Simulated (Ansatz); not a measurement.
# C2H7ClFN2Ta: how energies converge with the basis set

Aim: see how fast density functionals converge with the basis set for C2H7ClFN2Ta.

Computed with Ansatz 0.2.0, Gaussian basis. Level: one geometry, several basis sets.

Plan: PBE0-D4/def2-SVP; ωB97M-V/def2-SVP; PBE0-D4/def2-QZVPP; ωB97M-V/def2-QZVPP; the functionals' def2-TZVPP values are taken from earlier runs.

### 1 Structure used throughout

The geometry comes from an earlier relaxation with PBE0-D4 in a triple-zeta def2 set; it is a stationary point, not always the lowest conformer. Ta takes the def2 core potential; no spin-orbit term is included.

14 atoms, charge 0, spin multiplicity 1.

Atoms are counted from 1 here; the program's logs count them from 0.

Bond lengths: C1–N2 1.455 Å, C1–H8 1.097 Å, C1–H9 1.096 Å, C1–H10 1.096 Å, N2–C3 1.446 Å, N2–Ta4 1.956 Å, C3–H11 1.088 Å, C3–H12 1.097 Å, C3–H13 1.097 Å, Ta4–N5 1.761 Å, Ta4–F6 1.893 Å, Ta4–Cl7 2.327 Å, N5–H14 1.006 Å. Angles: N2–C1–H8 111.4°, N2–C1–H9 110.9°, N2–C1–H10 111.0°, H8–C1–H9 107.2°, H8–C1–H10 107.5°, H9–C1–H10 108.7°, C1–N2–C3 112.5°, C1–N2–Ta4 115.9°, C3–N2–Ta4 131.6°, N2–C3–H11 109.9°, N2–C3–H12 110.6°, N2–C3–H13 110.7°, H11–C3–H12 108.8°, H11–C3–H13 108.9°, H12–C3–H13 107.7°, N2–Ta4–N5 103.9°, N2–Ta4–F6 108.8°, N2–Ta4–Cl7 108.8° and more.

### 2 PBE0-D4 in def2-SVP

in.yaml

```yaml
crystal:
  periodic: [false, false, false]
  atoms:
    - {symbol: C, position_ang: [0.356621, -1.577428, 0.539736]}
    - {symbol: N, position_ang: [0.089711, -0.311495, -0.126982]}
    - {symbol: C, position_ang: [0.297228, -0.384523, -1.556265]}
    - {symbol: Ta, position_ang: [-0.484469, 1.158048, 1.029323]}
    - {symbol: N, position_ang: [-0.776529, 2.487799, -0.087668]}
    - {symbol: F, position_ang: [-2.061383, 0.639686, 1.939776]}
    - {symbol: Cl, position_ang: [1.234384, 1.660831, 2.515744]}
    - {symbol: H, position_ang: [0.185932, -1.503650, 1.620518]}
    - {symbol: H, position_ang: [1.399433, -1.883273, 0.395945]}
    - {symbol: H, position_ang: [-0.297887, -2.368827, 0.156437]}
    - {symbol: H, position_ang: [0.079278, 0.578729, -2.012632]}
    - {symbol: H, position_ang: [1.335667, -0.656681, -1.782995]}
    - {symbol: H, position_ang: [-0.353322, -1.145965, -2.004734]}
    - {symbol: H, position_ang: [-1.004652, 3.306737, -0.626183]}
basis:
  gaussian: {orbitals: def2-SVP}
hamiltonian: {xc: pbe0, dispersion: d4}
output: {orbitals: {seedname: orbitals}}
```

After this run come: ωB97M-V in def2-SVP; PBE0-D4 in def2-QZVPP; ωB97M-V in def2-QZVPP.

Before running them: what should the planned runs give, taken together? Wanted: PBE0-D4: double and triple zeta above quadruple; ωB97M-V: double and triple zeta above quadruple.

The runs gave:

| quantity | value |
| --- | --- |
| PBE0-D4: double and triple zeta above quadruple | 14.75, 0.82 eV |
| ωB97M-V: double and triple zeta above quadruple | 15.03, 0.79 eV |

What this shows: PBE0-D4 gains 13.93 eV from double to triple zeta, then 0.82 eV more. Total energies overstate the basis error of differences, where much of it tends to cancel.
